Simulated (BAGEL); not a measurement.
# CHFNSi (SMILES N#C[SiH]F): UHF/aug-cc-pVDZ (density fitting with qzvpp-jkfit)

What is the vertical electron affinity of CHFNSi at UHF/aug-cc-pVDZ (density fitting with qzvpp-jkfit)? 

The calculation is run with BAGEL 1.2.2.

7 further runs of the same task are left out: 6 that didn't finish, 1 set aside as unsound or not needed. Runs told in other sessions of the task aren't counted.

## (1) The structure to begin with

CHFNSi: 5 atoms, total charge 0, spin state doublet. SMILES: `N#C[SiH]F`. The coordinates come from a PBE0-D4/def2-TZVP relaxation.

Bond lengths: N1–C2 1.154 Å, C2–Si3 1.837 Å, Si3–F4 1.591 Å, Si3–H5 1.482 Å. Angles: N1–C2–Si3 173.9°, C2–Si3–F4 108.1°, C2–Si3–H5 109.3°, F4–Si3–H5 109.8°.

## (2) A single-point energy at UHF/aug-cc-pVDZ (density fitting with qzvpp-jkfit)

Input file input.json:

```json
{ "bagel" : [

{
  "title" : "molecule",
  "basis" : "aug-cc-pvdz.json",
  "df_basis" : "qzvpp-jkfit",
  "angstrom" : true,
  "geometry" : [
    { "atom" : "N", "xyz" : [       1.347400,      -1.164000,       1.391300 ] },
    { "atom" : "C", "xyz" : [       0.713800,      -0.590000,       0.616200 ] },
    { "atom" : "Si", "xyz" : [      -0.146100,       0.297600,      -0.743500 ] },
    { "atom" : "F", "xyz" : [      -1.590300,      -0.347100,      -0.917700 ] },
    { "atom" : "H", "xyz" : [      -0.274900,       1.730000,      -0.387600 ] }
  ]
},

{ "title" : "uhf", "nopen" : 1 },

{ "title" : "print", "file" : "orbitals.molden", "orbitals" : true }

]}
```

The basis set aug-cc-pVDZ is read from a file made from the Basis Set Exchange's data (not shown).

Run with:

```bash
$ BAGEL_NUM_THREADS=1 BAGEL input.json > input.out
```

Standard output:

```text
* using 1 threads per process

  ===============================================================
  ===============================================================

  *** Geometry ***

  { "atom" : "N", "xyz" : [      2.546217,     -2.199641,      2.629176 ] },
  { "atom" : "C", "xyz" : [      1.348887,     -1.114938,      1.164449 ] },
  { "atom" : "Si", "xyz" : [     -0.276089,      0.562382,     -1.405011 ] },
  { "atom" : "F", "xyz" : [     -3.005231,     -0.655924,     -1.734202 ] },
  { "atom" : "H", "xyz" : [     -0.519486,      3.269226,     -0.732458 ] },

  Number of auxiliary basis functions:      375

  Since a DF basis is specified, we compute 2- and 3-index integrals:
    o Being stored without compression. Storage requirement is 0.033 GB

  Number of basis functions:      105
  Number of electrons      :       37

    * METHOD: MOLECULE                             0.17

  *** Open-shell HF ***

  === Nuclear Repulsion ===
   130.7648012512

      * DIIS with orbital gradients will be used.

  === UHF iteration (aug-cc-pvdz.json) ===
      0       -480.70799887          0.05189204           0.13
      1       -480.77950924          0.06686494           0.12
      2       -480.87134929          0.05032853           0.12
      3       -481.29116716          0.00984760           0.12
      4       -481.30672078          0.00255268           0.12
      5       -481.30876444          0.00079239           0.12
      6       -481.30909159          0.00034044           0.12
      7       -481.30919036          0.00014188           0.12
      8       -481.30925476          0.00007117           0.12
      9       -481.30930269          0.00005086           0.12
     10       -481.30932208          0.00003489           0.12
     11       -481.30935994          0.00003109           0.12
     12       -481.30940184          0.00002832           0.12
     13       -481.30943474          0.00002665           0.12
     14       -481.30949167          0.00002267           0.12
     15       -481.30958546          0.00001449           0.12
     16       -481.30959312          0.00000931           0.12
     17       -481.30960878          0.00000459           0.13
     18       -481.30961308          0.00000339           0.12
     19       -481.30961773          0.00000303           0.12
     20       -481.30962348          0.00000286           0.12
     21       -481.30962654          0.00000281           0.12
     22       -481.30963078          0.00000264           0.13
     23       -481.30963388          0.00000253           0.12
     24       -481.30963545          0.00000242           0.12
     25       -481.30963733          0.00000228           0.12
     26       -481.30963813          0.00000216           0.12
[... 6 lines of this table left out ...]
     33       -481.30964309          0.00000048           0.12
     34       -481.30964311          0.00000019           0.12
     35       -481.30964312          0.00000008           0.12
     36       -481.30964312          0.00000006           0.12
     37       -481.30964312          0.00000005           0.13
     38       -481.30964312          0.00000005           0.12
     39       -481.30964312          0.00000005           0.13
     40       -481.30964312          0.00000005           0.12
     41       -481.30964312          0.00000004           0.13
     42       -481.30964313          0.00000003           0.13
     43       -481.30964313          0.00000002           0.12
     44       -481.30964313          0.00000001           0.12
     45       -481.30964313          0.00000001           0.12
    * SCF iteration converged.

    * S^2 (UHF) is 0.7947

    * Permanent dipole moment:
           (    0.189512,    -0.891541,     0.853069) a.u.

    * METHOD: UHF                                  5.82

    * METHOD: PRINT                                0.03

  ===============================================================
```

Run time: 6.3 s. Hardware: 1 thread of Arm Neoverse V1, shared host; peak memory 0.11 GiB.

## (3) The singlet anion

Input file input.json:

```json
{ "bagel": [

{
  "title": "molecule",
  "basis": "aug-cc-pvdz.json",
  "df_basis": "qzvpp-jkfit",
  "angstrom": true,
  "geometry": [
    { "atom": "N", "xyz": [       1.347400,      -1.164000,       1.391300 ] },
    { "atom": "C", "xyz": [       0.713800,      -0.590000,       0.616200 ] },
    { "atom": "Si", "xyz": [      -0.146100,       0.297600,      -0.743500 ] },
    { "atom": "F", "xyz": [      -1.590300,      -0.347100,      -0.917700 ] },
    { "atom": "H", "xyz": [      -0.274900,       1.730000,      -0.387600 ] }
  ]
},

{
  "title": "hf",
  "charge": -1
},

{
  "title": "print",
  "file": "orbitals.molden",
  "orbitals": true
}

]}
```

The basis set aug-cc-pVDZ is read from a file made from the Basis Set Exchange's data (not shown).

Run with:

```bash
$ BAGEL_NUM_THREADS=1 BAGEL input.json > input.out
```

Standard output:

```text
* using 1 threads per process

  ===============================================================
  ===============================================================

  *** Geometry ***

  { "atom" : "N", "xyz" : [      2.546217,     -2.199641,      2.629176 ] },
  { "atom" : "C", "xyz" : [      1.348887,     -1.114938,      1.164449 ] },
  { "atom" : "Si", "xyz" : [     -0.276089,      0.562382,     -1.405011 ] },
  { "atom" : "F", "xyz" : [     -3.005231,     -0.655924,     -1.734202 ] },
  { "atom" : "H", "xyz" : [     -0.519486,      3.269226,     -0.732458 ] },

  Number of auxiliary basis functions:      375

  Since a DF basis is specified, we compute 2- and 3-index integrals:
    o Being stored without compression. Storage requirement is 0.033 GB

  Number of basis functions:      105
  Number of electrons      :       37

    * METHOD: MOLECULE                             0.17

  *** RHF ***

  === Nuclear Repulsion ===
   130.7648012512

      * DIIS with orbital gradients will be used.

  === RHF iteration (aug-cc-pvdz.json) ===
      0       -480.65893034          0.02815343           0.06
      1       -480.69183108          0.03904482           0.06
      2       -481.30931162          0.00604882           0.06
      3       -481.33264886          0.00216387           0.06
      4       -481.33608379          0.00065015           0.06
      5       -481.33661623          0.00018574           0.06
      6       -481.33666818          0.00007549           0.06
      7       -481.33667412          0.00002631           0.06
      8       -481.33667488          0.00000806           0.06
      9       -481.33667499          0.00000433           0.06
     10       -481.33667503          0.00000208           0.06
     11       -481.33667504          0.00000091           0.06
     12       -481.33667504          0.00000042           0.06
     13       -481.33667504          0.00000021           0.06
     14       -481.33667504          0.00000010           0.06
     15       -481.33667504          0.00000004           0.06
     16       -481.33667504          0.00000002           0.06
     17       -481.33667504          0.00000001           0.06
    * SCF iteration converged.

    * Permanent dipole moment:
           (    0.985930,    -0.200116,    -0.432853) a.u.

    * METHOD: HF                                   1.25

    * METHOD: PRINT                                0.03

  ===============================================================
```

Run time: 1.6 s. Hardware: 1 thread of Arm Neoverse V1, shared host; peak memory 0.11 GiB.

## (4) Results

Level: UHF/aug-cc-pVDZ (density fitting with qzvpp-jkfit).

```
                                                            quantity          value
                                        doublet CHFNSi: total energy  -481.30964 Eh
                                       doublet CHFNSi: dipole moment         3.17 D
                                                doublet CHFNSi: ⟨S²⟩          0.795
                                         singlet anion: total energy  -481.33668 Eh
                                          singlet anion: HOMO energy       -1.86 eV
                                          singlet anion: LUMO energy        4.42 eV
singlet anion: HOMO–LUMO gap (to an unbound level, set by the basis)        6.28 eV
                   vertical electron affinity (to the singlet anion)       0.736 eV
```

At fixed nuclei the extra electron is bound by 0.74 eV (71.0 kJ/mol).
